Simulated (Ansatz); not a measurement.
# KMnF3: further runs on the relaxed cell

An exercise on one series of results from a longer session: the logs are not shown, and one member is left open.

Program: Ansatz 0.2.0. Level of theory: DFT PBEsol, scalar-relativistic, plane waves, PAW. These are calculated values, not measurements.

1 further run of the same task is left out (set aside as unsound or not needed). Runs told in other sessions of the task aren't counted.

### The system as given

Symmetry: Pm-3m, No. 221, cubic system. Conventional cell: a = 4.181 Å, b = 4.181 Å, c = 4.181 Å, α = 90.00°, β = 90.00°, γ = 90.00°. Around K (site symmetry m-3m) lie 12 F at 2.96 Å. Mn (site symmetry m-3m) is surrounded by 6 F at 2.09 Å. Around F (site symmetry 4/mmm) lie 2 Mn at 2.09 Å and 4 K at 2.96 Å.

Structure file:

```
CELL_PARAMETERS angstrom
4.18140 0.00000 0.00000
0.00000 4.18140 0.00000
0.00000 0.00000 4.18140
ATOMIC_POSITIONS crystal
K 0.50000 0.50000 0.50000
Mn 0.00000 0.00000 0.00000
F 0.50000 0.00000 0.00000
F 0.00000 0.50000 0.00000
F 0.00000 0.00000 0.50000
```

It is the result of an earlier relaxation at this level (volume 14.62 Å³/atom; gap on the mesh: 1.05 eV, site moments up to 4.1 μB).

Set-up of the first run:

Input file input.yaml:

```yaml
crystal:
  lattice:
    - [4.1391623149, 0.0, 0.0]
    - [0.0, 4.1391623149, 0.0]
    - [0.0, 0.0, 4.1391623149]
  atoms:
    - { symbol: K, position: [0.5, 0.5, 0.5] }
    - { symbol: Mn, position: [0.0, 0.0, 0.0], spin: 4.56 }
    - { symbol: F, position: [0.5, 0.0, 0.0] }
    - { symbol: F, position: [0.0, 0.5, 0.0] }
    - { symbol: F, position: [0.0, 0.0, 0.5] }
basis:
  ecutwfc: 420
kpoints:
  mp_grid: { grid: [6, 6, 6] }
hamiltonian:
  xc: pbesol
scf:
  occupations: { method: gaussian, width: 0.02 }
output:
  forces: true
  stress: true
  eigenvalues: true
  populations: true
magnetization:
  spin_polarized: true
```

Started as:

```
$ ansatz run input.yaml --threads 1 --pin off --max-ram 2560MiB --backend cpu --events-out ev --progress --plain --runs-dir out
```

Steps of the session up to this table: The cell scaled to 0.97 of its volume; The cell scaled to 1.03 of its volume; Volume × 0.94; Volume × 1.06; The cell scaled to 0.91 of its volume; The cell scaled to 1.10 of its volume; Point at V/V0 = 0.88.

One table of the session follows, with a row left open; its other results are not shown here.

It belongs to the step «Fit of the equation of state». 

```
volume (Å³/atom)  energy above the lowest point (meV/atom)  pressure (GPa)  gap on the mesh (eV)  largest moment (μB)
          12.867                                      57.5           11.89                  0.71                 4.03
          13.306                                      30.2            8.10                  0.87                 4.06
          13.744                                      12.6            4.91                  0.93                 4.09
          14.183                                         ?               ?                     ?                    ?
          14.622                                       0.0           -0.04                  1.05                 4.14
          15.060                                       2.8           -1.95                  1.12                 4.17
          15.499                                      10.4           -3.56                  1.17                 4.19
          16.084                                      26.8           -5.32                  1.25                 4.22
```

**Question.** Estimate the row for volume (Å³/atom) = 14.183.

Worked estimate for «energy above the lowest point (meV/atom)». A straight line through the neighbours (13.744, 12.6) and (14.622, 0.0) gives 12.6 + (0.0 − 12.6) × (14.183 − 13.744) / (14.622 − 13.744) = 6.3; a parabola fitted to 4 rows on both sides gives 2.9.

As computed: energy above the lowest point (meV/atom): 2.9; pressure (GPa): 2.23; gap on the mesh (eV): 0.99; largest moment (μB): 4.12. In «energy above the lowest point (meV/atom)» the line misses by +3.4 and the parabola by 0.0.
